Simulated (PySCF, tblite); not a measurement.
# C4H5ClGe2Se: geometry, infrared bands and NMR shifts

Aim: predict the infrared bands and NMR shifts of C4H5ClGe2Se (`C#[C][Ge]([Cl])([C]#C)[Se][GeH3]`).

Computed with tblite 0.8.0 and PySCF 2.14.0, with density-fitted response routines of our own, on a single molecule in the gas phase. Atoms are numbered from 0 throughout.

### 1 Starting geometry

13 atoms, charge 0, multiplicity 1; geometry from: force field or distance geometry start.

Bonds of the start (Å): C0–C1 1.21, C1–Ge2 1.89, Ge2–Cl3 2.18, Ge2–C4 1.90, C4–C5 1.20, Ge2–Se6 2.35, Se6–Ge7 2.36, C0–H8 1.06, C5–H9 1.06, Ge7–H10 1.56, Ge7–H11 1.55, Ge7–H12 1.54.

### 2 Geometry optimisation with GFN2-xTB

What the job is given:

```
{"job": {"kind": "relax", "xc": "GFN2-xTB", "basis": "xTB"}, "charge": 0, "multiplicity": 1}
C     -1.851900    -2.126400    -0.732500
C     -1.355500    -1.037500    -0.890800
Ge    -0.537000     0.652800    -1.110800
Cl    -1.486900     1.673600    -2.790900
C     -0.786800     1.688300     0.461700
C     -0.941200     2.346100     1.450700
Se     1.755700     0.400600    -1.561800
Ge     2.094200    -0.677800     0.514900
H     -2.302900    -3.076700    -0.598900
H     -1.072100     2.922000     2.335300
H      1.220000    -1.968900     0.571100
H      1.681700     0.266100     1.667500
H      3.578300    -1.061800     0.666900
```

Started as:

```bash
$ OMP_NUM_THREADS=1 python probes_run.py task.json out
```

One launch serves the whole session: the jobs run in the order shown.

**Question.** This job is followed by: GFN2-xTB harmonic vibrations, gas phase; GIAO PBE0/pcSseg-1 NMR shielding, non-relativistic, gas phase. What will the session give for the following? strongest single infrared mode (GFN2-xTB); zero-point energy (GFN2-xTB); 13C shifts against TMS (PBE0/pcSseg-1, means over atoms taken as alike); 1H shifts against TMS (PBE0/pcSseg-1, means over atoms taken as alike); 73Ge shifts against GeMe4 (PBE0/pcSseg-1); 35Cl shifts against HCl (PBE0/pcSseg-1); 77Se shifts against Me2Se (PBE0/pcSseg-1).

**Answer**, as computed:

```
                                                               quantity                 value
                              strongest single infrared mode (GFN2-xTB)  738 cm⁻¹, 817 km/mol
                                           zero-point energy (GFN2-xTB)         37.7 kcal/mol
13C shifts against TMS (PBE0/pcSseg-1, means over atoms taken as alike)       101.8, 89.4 ppm
 1H shifts against TMS (PBE0/pcSseg-1, means over atoms taken as alike)        4.57, 2.23 ppm
                              73Ge shifts against GeMe4 (PBE0/pcSseg-1)          -1, -186 ppm
                                35Cl shifts against HCl (PBE0/pcSseg-1)                68 ppm
                              77Se shifts against Me2Se (PBE0/pcSseg-1)              -361 ppm
```

In words: Over 49 steps the energy fell by 0.127 eV; of the close pairs, Ge2–Cl3 changed most, 2.183 to 2.097 Å. All 33 modes are real, so the xTB geometry is a minimum. The strongest single mode, at 738 cm⁻¹, has its largest shares on H12, H11 and H10 (the list is cut at 3 atoms). Unscaled tight-binding wavenumbers are off by several per cent, some by more. Its intensities can rank the bands wrongly. At PBE0/pcSseg-1: Shielding is most anisotropic at Se6 (span 681 ppm, paramagnetic term -881 ppm). Spin-orbit coupling is left out, which matters for shieldings and couplings at and beside the heavy atoms.
